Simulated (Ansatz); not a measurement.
# Nb4SiSb2: the cost of one run

Program: Ansatz 0.2.0. Level of theory: DFT PBE, scalar-relativistic, plane waves, PAW. These are calculated values, not measurements.

## Step 1: The system as given

It takes space group I4/mcm (No. 140, tetragonal). Conventional cell: a = 10.364 Å, b = 10.364 Å, c = 4.915 Å, α = 90.00°, β = 90.00°, γ = 90.00°. Nb (site symmetry m) has 2 Si at 2.63 Å and 4 Sb at 2.82 to 2.98 Å as nearest neighbours. Si (site symmetry 422) is surrounded by 2 Si at 2.46 Å and 8 Nb at 2.63 Å. Sb (site symmetry m2m) is surrounded by 8 Nb at 2.82 to 2.98 Å.

As a file:

```cif
data_structure
_symmetry_space_group_name_H-M 'I4/mcm'
_symmetry_Int_Tables_number 140
_cell_length_a 10.3638
_cell_length_b 10.3638
_cell_length_c 4.9151
_cell_angle_alpha 90.000
_cell_angle_beta 90.000
_cell_angle_gamma 90.000
_cell_volume 527.92
loop_
_atom_site_label
_atom_site_type_symbol
_atom_site_symmetry_multiplicity
_atom_site_Wyckoff_symbol
_atom_site_fract_x
_atom_site_fract_y
_atom_site_fract_z
_atom_site_occupancy
Nb1 Nb 16 k 0.29305 0.58530 0.00000 1
Si1 Si 4 a 0.00000 0.00000 0.75000 1
Sb1 Sb 8 h 0.14037 0.35963 0.00000 1
```

The moments start at Nb 1.00 μB.

## Step 2: First run, at the start cell

The input, input.yaml:

```yaml
crystal:
  lattice:
    - [-5.1819, 5.1819, 2.45755]
    - [5.1819, -5.1819, 2.45755]
    - [5.1819, 5.1819, -2.45755]
  atoms:
    - { symbol: Nb, position: [0.0853, 0.79305, 0.87835], spin: 1.0 }
    - { symbol: Nb, position: [0.9147, 0.20695, 0.12165], spin: 1.0 }
    - { symbol: Nb, position: [0.79305, 0.9147, 0.70775], spin: 1.0 }
    - { symbol: Nb, position: [0.20695, 0.0853, 0.29225], spin: 1.0 }
    - { symbol: Nb, position: [0.4147, 0.29305, 0.70775], spin: 1.0 }
    - { symbol: Nb, position: [0.5853, 0.70695, 0.29225], spin: 1.0 }
    - { symbol: Nb, position: [0.70695, 0.4147, 0.12165], spin: 1.0 }
    - { symbol: Nb, position: [0.29305, 0.5853, 0.87835], spin: 1.0 }
    - { symbol: Si, position: [0.25, 0.25, 0.0] }
    - { symbol: Si, position: [0.75, 0.75, 0.0] }
    - { symbol: Sb, position: [0.85963, 0.64037, 0.5] }
    - { symbol: Sb, position: [0.14037, 0.35963, 0.5] }
    - { symbol: Sb, position: [0.64037, 0.14037, 0.78074] }
    - { symbol: Sb, position: [0.35963, 0.85963, 0.21926] }
basis:
  ecutwfc: 420
  ecutrho_ratio: 4
kpoints:
  mp_grid: { grid: [4, 4, 4] }
hamiltonian:
  xc: pbe
scf:
  occupations: { method: gaussian, width: 0.05 }
output:
  forces: true
  stress: true
  eigenvalues: true
  populations: true
magnetization:
  spin_polarized: true
relax:
  f_tol: 0.03
  max_steps: 60
  cell: { stress_tol: 0.3 }
```

Launch:

```bash
> ansatz run input.yaml --threads 8 --pin off --max-ram 22528MiB --backend cpu --events-out ev --progress --plain --runs-dir out
```

Q: Estimate wall time and peak memory on 8 threads of Arm Neoverse V2, shared host.

About 56 s, with a peak of 1.8 GiB.
